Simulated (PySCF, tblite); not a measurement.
# C5H11ClO: a rotation path, then NMR shifts on frames, part 2 of 2

tblite 0.8.0 and PySCF 2.14.0. Atoms count from 0. The steps go on from the part before.

## (5) NMR shieldings: image 4, PBE0/pcSseg-1

The job: settings as JSON, then the geometry in Å.

```
{"job": {"kind": "nmr", "xc": "PBE0", "basis": "pcSseg-1", "pop": false}, "charge": 0, "multiplicity": 1}
C     -0.811300     2.045800    -0.548900
O     -0.400200     0.943300     0.213100
C      0.030400    -0.178400    -0.534300
C     -1.155600    -1.043500    -0.973000
C      1.022500    -1.008500     0.321600
C      1.157100    -0.538000     1.761500
Cl     2.110400     0.960700     1.866900
H     -0.930800     2.871200     0.150500
H     -0.056300     2.316600    -1.297600
H     -1.765000     1.866500    -1.059200
H      0.554700     0.179300    -1.435300
H     -0.803600    -1.899500    -1.542700
H     -1.837200    -0.470600    -1.597200
H     -1.696500    -1.394000    -0.097300
H      0.685100    -2.046500     0.346400
H      2.008200    -0.989700    -0.144900
H      1.692900    -1.281600     2.353100
H      0.186400    -0.327000     2.205600
```

Level: GIAO PBE0/pcSseg-1 NMR shielding, non-relativistic, gas phase.

Standard output:

```text
coarse grid: 14960 points
cycle   1  E = -731.9089367709  dE =  6.314e-01  |g| = 5.845e-01  |ddm| = 3.521e+00
cycle   2  E = -731.8566944738  dE =  5.224e-02  |g| = 8.084e-01  |ddm| = 1.296e+00
cycle   3  E = -731.9793799438  dE = -1.227e-01  |g| = 9.666e-02  |ddm| = 8.290e-01
cycle   4  E = -731.9810065446  dE = -1.627e-03  |g| = 3.275e-02  |ddm| = 9.205e-02
cycle   5  E = -731.9812300715  dE = -2.235e-04  |g| = 6.141e-03  |ddm| = 2.757e-02
cycle   6  E = -731.9812377511  dE = -7.680e-06  |g| = 2.118e-03  |ddm| = 6.249e-03
final grid: 138088 points
cycle   7  E = -732.0342855822  dE = -4.268e-05  |g| = 1.159e-02  |ddm| = 2.819e-02
cycle   8  E = -732.0342654045  dE =  2.018e-05  |g| = 1.572e-02  |ddm| = 1.744e-02
cycle   9  E = -732.0343120082  dE = -4.660e-05  |g| = 1.583e-03  |ddm| = 1.058e-02
cycle  10  E = -732.0343124981  dE = -4.899e-07  |g| = 2.483e-04  |ddm| = 1.614e-03
cycle  11  E = -732.0343125108  dE = -1.270e-08  |g| = 6.714e-05  |ddm| = 3.030e-04
cycle  12  E = -732.0343125118  dE = -9.125e-10  |g| = 2.531e-05  |ddm| = 9.027e-05
converged SCF energy = -732.0343125118

GIAO shielding tensors (ppm)
atom      isotropic    diamagn.    paramagn.     s11        s22        s33       span
  0 C      127.083     243.333    -116.250     89.597    107.376    184.277     94.681
  1 O      301.102     399.197     -98.095    264.109    291.854    347.343     83.234
  2 C      110.557     242.807    -132.251     84.878     89.526    157.267     72.389
  3 C      164.442     248.968     -84.527    151.107    157.832    184.386     33.279
  4 C      144.521     248.859    -104.338    124.763    146.182    162.617     37.854
  5 C      141.736     245.131    -103.395    114.621    135.883    174.703     60.082
  6 Cl     838.085    1146.622    -308.538    651.011    783.446   1079.797    428.786
  7 H       27.737      28.625      -0.888     23.414     25.336     34.460     11.047
  8 H       28.678      29.387      -0.709     24.455     26.581     34.999     10.544
  9 H       28.077      29.466      -1.389     23.490     25.933     34.809     11.319
 10 H       28.250      32.519      -4.269     26.146     27.621     30.983      4.836
 11 H       31.032      30.440       0.592     26.944     28.607     37.546     10.602
 12 H       30.071      30.559      -0.487     24.913     29.078     36.223     11.311
 13 H       30.856      31.001      -0.144     27.294     29.442     35.833      8.540
 14 H       30.313      31.708      -1.395     24.678     30.514     35.747     11.069
 15 H       29.356      30.768      -1.412     25.595     28.700     33.772      8.176
 16 H       28.261      28.032       0.230     21.350     27.893     35.541     14.191
 17 H       27.764      29.784      -2.020     23.810     26.923     32.559      8.749
```

Run time: 21 s. Hardware: 1 thread of Arm Neoverse V1, shared host; peak memory 0.86 GiB.

In short: δ C2 76.4, C0 59.8, C5 45.2, C4 42.4, H7 3.98, H17 3.95 ppm.

## (6) Nuclear shieldings: image 6, PBE0/pcSseg-1

The job: settings as JSON, then the geometry in Å.

```
{"job": {"kind": "nmr", "xc": "PBE0", "basis": "pcSseg-1", "pop": false}, "charge": 0, "multiplicity": 1}
C     -0.727900     2.106500    -0.769500
O     -0.152800     1.120000     0.043500
C      0.072600    -0.133400    -0.568500
C     -1.201000    -0.981600    -0.661700
C      1.180400    -0.852600     0.226800
C      1.016600    -0.807700     1.740200
Cl     1.554100     0.753200     2.408300
H     -0.715800     3.022400    -0.181200
H     -0.146500     2.261100    -1.687700
H     -1.763100     1.873000    -1.043500
H      0.449800     0.025400    -1.594300
H     -0.980300    -1.922800    -1.158700
H     -1.962400    -0.461500    -1.238600
H     -1.599400    -1.187800     0.327700
H      1.201200    -1.898000    -0.087900
H      2.141600    -0.402600    -0.026500
H      1.643800    -1.565200     2.212400
H     -0.019300    -0.942100     2.047400
```

With the program's defaults for keys left out, this is: GIAO PBE0/pcSseg-1 NMR shielding, non-relativistic, gas phase.

Standard output:

```text
coarse grid: 14960 points
cycle   1  E = -731.9064825549  dE =  6.327e-01  |g| = 5.929e-01  |ddm| = 3.518e+00
cycle   2  E = -731.8503747971  dE =  5.611e-02  |g| = 8.262e-01  |ddm| = 1.354e+00
cycle   3  E = -731.9795714969  dE = -1.292e-01  |g| = 9.774e-02  |ddm| = 8.680e-01
cycle   4  E = -731.9812212312  dE = -1.650e-03  |g| = 3.326e-02  |ddm| = 9.076e-02
cycle   5  E = -731.9814531170  dE = -2.319e-04  |g| = 6.001e-03  |ddm| = 2.769e-02
cycle   6  E = -731.9814604737  dE = -7.357e-06  |g| = 1.992e-03  |ddm| = 6.051e-03
final grid: 138088 points
cycle   7  E = -732.0351210283  dE = -4.683e-05  |g| = 1.211e-02  |ddm| = 2.845e-02
cycle   8  E = -732.0350982166  dE =  2.281e-05  |g| = 1.655e-02  |ddm| = 1.842e-02
cycle   9  E = -732.0351496961  dE = -5.148e-05  |g| = 1.612e-03  |ddm| = 1.122e-02
cycle  10  E = -732.0351502066  dE = -5.105e-07  |g| = 2.706e-04  |ddm| = 1.696e-03
cycle  11  E = -732.0351502219  dE = -1.530e-08  |g| = 7.141e-05  |ddm| = 3.232e-04
cycle  12  E = -732.0351502229  dE = -1.018e-09  |g| = 2.798e-05  |ddm| = 9.719e-05
cycle  13  E = -732.0351502231  dE = -1.805e-10  |g| = 4.691e-06  |ddm| = 2.383e-05
converged SCF energy = -732.0351502231

GIAO shielding tensors (ppm)
atom      isotropic    diamagn.    paramagn.     s11        s22        s33       span
  0 C      128.500     243.194    -114.694     91.637    109.323    184.541     92.904
  1 O      297.069     398.922    -101.853    249.728    300.133    341.345     91.617
  2 C      107.633     243.273    -135.640     81.864     89.194    151.839     69.975
  3 C      169.855     249.030     -79.174    150.839    171.899    186.829     35.990
  4 C      144.716     247.799    -103.083    136.797    140.378    156.974     20.177
  5 C      142.731     245.099    -102.367    115.186    139.129    173.880     58.694
  6 Cl     824.759    1146.503    -321.743    626.097    778.795   1069.386    443.289
  7 H       27.733      28.546      -0.813     23.301     25.495     34.404     11.104
  8 H       28.731      29.163      -0.432     24.464     26.312     35.418     10.953
  9 H       28.145      29.541      -1.395     23.625     26.102     34.709     11.084
 10 H       28.138      32.387      -4.248     26.210     27.025     31.180      4.971
 11 H       31.306      30.604       0.702     27.008     28.602     38.309     11.301
 12 H       30.001      30.615      -0.614     24.910     29.179     35.915     11.005
 13 H       30.644      31.042      -0.398     26.456     30.221     35.255      8.799
 14 H       30.321      31.285      -0.964     25.567     29.325     36.069     10.502
 15 H       29.434      30.679      -1.246     25.355     29.026     33.921      8.567
 16 H       28.124      28.053       0.071     21.171     27.805     35.397     14.226
 17 H       27.976      29.626      -1.650     23.138     27.739     33.051      9.914
```

Wall time 22 s (1 thread of Arm Neoverse V1, shared host); peak memory 0.86 GiB.

This run: δ C2 79.3, C0 58.4, C5 44.2, C4 42.2, H7 3.98, H17 3.74 ppm.

## (7) NMR shieldings: image 8, PBE0/pcSseg-1

The job: settings as JSON, then the geometry in Å.

```
{"job": {"kind": "nmr", "xc": "PBE0", "basis": "pcSseg-1", "pop": false}, "charge": 0, "multiplicity": 1}
C     -0.692200     2.123800    -0.949800
O      0.104900     1.282800    -0.160800
C      0.140900    -0.069700    -0.571000
C     -1.200400    -0.785300    -0.388000
C      1.284000    -0.744000     0.206500
C      0.972500    -1.117300     1.647900
Cl     0.560200     0.306200     2.638900
H     -0.486600     3.138900    -0.615000
H     -0.433600     2.031700    -2.013100
H     -1.760900     1.918100    -0.825500
H      0.410400    -0.101800    -1.644000
H     -1.069900    -1.855200    -0.527900
H     -1.924600    -0.432000    -1.117900
H     -1.591300    -0.593100     0.607700
H      1.566700    -1.661300    -0.315300
H      2.133700    -0.059300     0.188300
H      1.847300    -1.572500     2.112900
H      0.130100    -1.803600     1.714500
```

With the program's defaults for keys left out, this is: GIAO PBE0/pcSseg-1 NMR shielding, non-relativistic, gas phase.

Standard output:

```text
coarse grid: 14960 points
cycle   1  E = -731.9066729321  dE =  6.420e-01  |g| = 5.975e-01  |ddm| = 3.529e+00
cycle   2  E = -731.8464059849  dE =  6.027e-02  |g| = 8.414e-01  |ddm| = 1.399e+00
cycle   3  E = -731.9808299919  dE = -1.344e-01  |g| = 9.662e-02  |ddm| = 9.005e-01
cycle   4  E = -731.9824342274  dE = -1.604e-03  |g| = 3.352e-02  |ddm| = 8.913e-02
cycle   5  E = -731.9826717206  dE = -2.375e-04  |g| = 5.793e-03  |ddm| = 2.774e-02
cycle   6  E = -731.9826786868  dE = -6.966e-06  |g| = 1.678e-03  |ddm| = 6.120e-03
final grid: 138088 points
cycle   7  E = -732.0363496475  dE = -5.971e-05  |g| = 1.167e-02  |ddm| = 3.582e-02
cycle   8  E = -732.0363305191  dE =  1.913e-05  |g| = 1.549e-02  |ddm| = 1.798e-02
cycle   9  E = -732.0363772998  dE = -4.678e-05  |g| = 1.632e-03  |ddm| = 1.059e-02
cycle  10  E = -732.0363778088  dE = -5.090e-07  |g| = 3.140e-04  |ddm| = 1.787e-03
cycle  11  E = -732.0363778291  dE = -2.029e-08  |g| = 7.434e-05  |ddm| = 3.695e-04
cycle  12  E = -732.0363778301  dE = -1.054e-09  |g| = 3.007e-05  |ddm| = 1.013e-04
cycle  13  E = -732.0363778303  dE = -2.108e-10  |g| = 4.897e-06  |ddm| = 2.725e-05
converged SCF energy = -732.0363778303

GIAO shielding tensors (ppm)
atom      isotropic    diamagn.    paramagn.     s11        s22        s33       span
  0 C      128.559     243.779    -115.219     93.819    108.506    183.354     89.535
  1 O      284.685     397.846    -113.161    248.445    274.529    331.081     82.636
  2 C      108.096     243.981    -135.885     83.269     90.769    150.249     66.980
  3 C      171.669     250.243     -78.574    153.572    175.906    185.529     31.958
  4 C      144.447     247.374    -102.927    135.415    146.233    151.693     16.278
  5 C      141.621     246.227    -104.606    112.081    138.384    174.398     62.317
  6 Cl     856.519    1147.212    -290.694    702.282    806.539   1060.736    358.454
  7 H       27.812      28.466      -0.654     23.458     25.385     34.592     11.134
  8 H       28.816      29.126      -0.311     24.817     26.227     35.403     10.587
  9 H       28.122      29.667      -1.545     23.711     26.218     34.438     10.727
 10 H       28.082      32.219      -4.137     26.002     26.275     31.968      5.965
 11 H       31.008      31.117      -0.109     26.707     28.858     37.460     10.753
 12 H       29.960      30.782      -0.822     25.178     28.788     35.913     10.735
 13 H       30.460      31.241      -0.781     26.066     30.568     34.748      8.682
 14 H       30.161      30.677      -0.516     25.488     28.392     36.603     11.115
 15 H       29.487      30.443      -0.956     25.721     28.404     34.337      8.616
 16 H       28.085      28.004       0.081     21.431     27.279     35.544     14.112
 17 H       28.042      29.826      -1.784     23.889     26.921     33.315      9.426
```

Run time: 23 s. Hardware: 1 thread of Arm Neoverse V1, shared host; peak memory 0.86 GiB.

Key values: δ C2 78.8, C0 58.4, C5 45.3, C4 42.5, H7 3.91, H17 3.68 ppm.

## (8) Side by side: NMR shifts

Shifts (ppm) of some atoms, chosen among heavy atoms and hydrogens apart, with basis size and wall time:

```
  frame    C2    C5    C3   H15   H13    O1  Cl6  functions  time
image 0  75.6  47.5  19.2  1.46  0.82  38.6   71        181  21 s
image 2  76.0  46.2  20.9  1.91  0.72  34.5   68        181  21 s
image 4  76.4  45.2  22.5  2.36  0.86  35.0  112        181  21 s
image 6  79.3  44.2  17.1  2.28  1.07  39.0  125        181  22 s
image 8  78.8  45.3  15.3  2.23  1.26  51.4   93        181  23 s
```

## (9) Results

This closing draws on all 2 parts.

```
                                        quantity                                                                 value
                                         barrier                                    0.213 eV (4.9 kcal/mol) at image 4
                           end to end (GFN2-xTB)                                                              0.144 eV
 13C shifts against TMS (PBE0/pcSseg-1, image 0)                                      75.6, 59.0, 47.5, 45.3, 19.2 ppm
  1H shifts against TMS (PBE0/pcSseg-1, image 0)  4.02, 3.89, 3.69, 3.65, 3.57, 3.17, 1.84, 1.65, 1.46, 0.82, 0.70 ppm
 17O shifts against H2O (PBE0/pcSseg-1, image 0)                                                              38.6 ppm
35Cl shifts against HCl (PBE0/pcSseg-1, image 0)                                                                71 ppm
                       range of the shift of Cl6                                                         68 to 125 ppm
```

What this shows: Along the band the dihedral turns by 142°, and the top (dihedral 7°) lies 4.9 kcal/mol above the start (GFN2-xTB, rough), so at room temperature this motion is fast. The top was not checked by a frequency run. Shifts at one fixed geometry are not the observed spectrum, which averages over the motion. In the first frame run (image 0): Shielding is most anisotropic at Cl6 (span 383 ppm, paramagnetic term -268 ppm). In ppm, Cl6 moves most: its shift spreads over 57 ppm, from 68 (image 2) to 125 (image 6).
